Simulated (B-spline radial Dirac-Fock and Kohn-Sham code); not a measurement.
# An X-ray data sheet for Nb⁺, step by step

What does theory give for Nb⁺? The session works out the binding energy of each subshell, the widths and yields of its core holes and its two-hole states.

Method: a free atom or ion on a radial basis; each step names its model; computed with B-spline radial Dirac-Fock and Kohn-Sham code, version 3.

### Step 1. The system

The Nb⁺ ion, configuration 1s2 2s2 2p6 3s2 3p6 3d10 4s2 4p6 4d4, inside a Watson sphere of charge -1 and radius 1.6 Å (a model of the Madelung potential; inside it an electron's potential energy is raised by 9.0 eV).

| Quantity | Value |
| --- | --- |
| nuclear charge | 41 |
| electrons | 40 |
| mass number | 93 |
| nuclear rms radius | 4.324 fm |

### Step 2. Core and valence levels

Model: Dirac-Fock average of configuration, Delta-SCF, finite nucleus, first-order Breit with its frequency dependence, self-energy and vacuum polarisation.

The run's settings:

```ini
task = binding
Z = 41
charge = 1
configuration = 1s2 2s2 2p6 3s2 3p6 3d10 4s2 4p6 4d4
mass_number = 93
rms_radius = 4.324  # fm
watson_charge = -1  # e
watson_radius = 1.6  # A
```

### Step 3. Filling the vacancies

Model: independent-particle rates: relativistic LDA orbitals of the hole state, multipoles to L = 3 (length form), Coulomb Auger matrix elements with a Latter-tail continuum; energies from Dirac-Fock.

The run's settings:

```ini
task = decay
holes = ["K", "L1", "L2", "L3", "M1", "M2", "M3", "M4", "M5", "N1", "N2", "N3"]
```

### Step 4. Two holes

Model: Dirac-Fock average of configuration, Delta-SCF, finite nucleus, first-order Breit with its frequency dependence, self-energy and vacuum polarisation; two-hole levels by intermediate coupling within the shell, Auger rates as independent-particle Coulomb matrix elements.

Recorded inputs:

```ini
task = double
```

Q: Predict the outcome of this session. Wanted: deepest level listed, K; least bound, N4,5; Kα1; K hole: width, yield; largest U, K K; Kα hypersatellite shift; strongest line of K-L123.

**Answer**, as computed:

| quantity | value |
| --- | --- |
| deepest level listed, K (1s) | 18990.0 eV |
| least bound, N4,5 (4d) | 4.20 eV |
| Kα1 | 16613.9 eV |
| K hole: width, yield | 4.07 eV, 0.748 |
| its lifetime | 0.162 fs |
| its strongest line | Kα1 (K-L3), 16613.9 eV |
| largest U, K K | 622.0 eV |
| Kα hypersatellite shift | +460.4 eV |
| strongest line of K-L123 | L2L3, J = 2, 14028.4 eV |

**Reading.** For K (1s), relaxation takes off 59.1 eV, Breit terms shift it by -33.56 and QED by -16.69 eV. With a yield of 0.75, X-ray emission is the main way out for the K hole, in 0.16 fs. Coster-Kronig decay rules L1, M1, M2, M3, N1, N2 and N3, where this model's widths can be far from the measured ones. U runs from 30.63 eV (M2 M3) to 622.0 eV (K K). An empty K shell moves Kα up by 460 eV. In the K-L123 Auger group the L2L3 J = 2 line carries 46 % of the rate. The Hartree-Fock and Dirac-Fock values hold no electron correlation.
